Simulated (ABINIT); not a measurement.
MgI2:

```
I Mg
1.0
     4.14000    0.00000    0.00000
    -2.07000    3.58535    0.00000
     0.00000    0.00000    6.88000
I Mg
2 1
Direct
  0.66667 0.33333 0.75000
  0.33333 0.66667 0.25000
  0.00000 0.00000 0.00000
```

```yaml
Program: ABINIT 10.8.3 (patched build)
Task: relaxation of cell and atoms
Functional: LDA
Potentials_or_basis: JTH PAW LDA v2.0
Cutoff: 517 eV
k_mesh: 6 × 6 × 3
Occupations: fermi-dirac, width 0.05 eV
Spin: no spin polarisation
```

At the start: pressure -2.0 GPa; volume 34.04 Å³/atom.

Task: How do energy, volume and symmetry change on relaxing?

Result: Over 9 steps the energy falls by 14.9 meV/atom and the volume is 32.10 Å³/atom (-5.7 %); space group P-3m1 (No. 164, to 0.05 Å).

Step by step:
| step | energy change (eV) | largest force (eV/Å) | pressure (GPa) | volume (Å³) |
| --- | --- | --- | --- | --- |
| 1 | 0.0000 | 0.3713 | -1.97 | 102.12 |
| 2 | -0.0100 | 0.3281 | -1.76 | 101.51 |
| 3 | -0.0437 | 0.0564 | 0.15 | 96.80 |
| 4 | -0.0440 | 0.0173 | -0.04 | 97.21 |
| 5 | -0.0440 | 0.0182 | -0.03 | 97.19 |
| 6 | -0.0444 | 0.0298 | 0.07 | 96.61 |
| 7 | -0.0446 | 0.0239 | 0.09 | 96.29 |
| 8 | -0.0447 | 0.0069 | 0.04 | 96.20 |
| 9 | -0.0447 | 0.0006 | 0.00 | 96.29 |

Final structure:
```
CELL_PARAMETERS angstrom
4.08182 0.00000 0.00000
-2.04091 3.53496 0.00000
0.00000 0.00000 6.67352
ATOMIC_POSITIONS crystal
I 0.66667 0.33333 0.75197
I 0.33333 0.66667 0.24803
Mg 0.00000 0.00000 0.00000
```
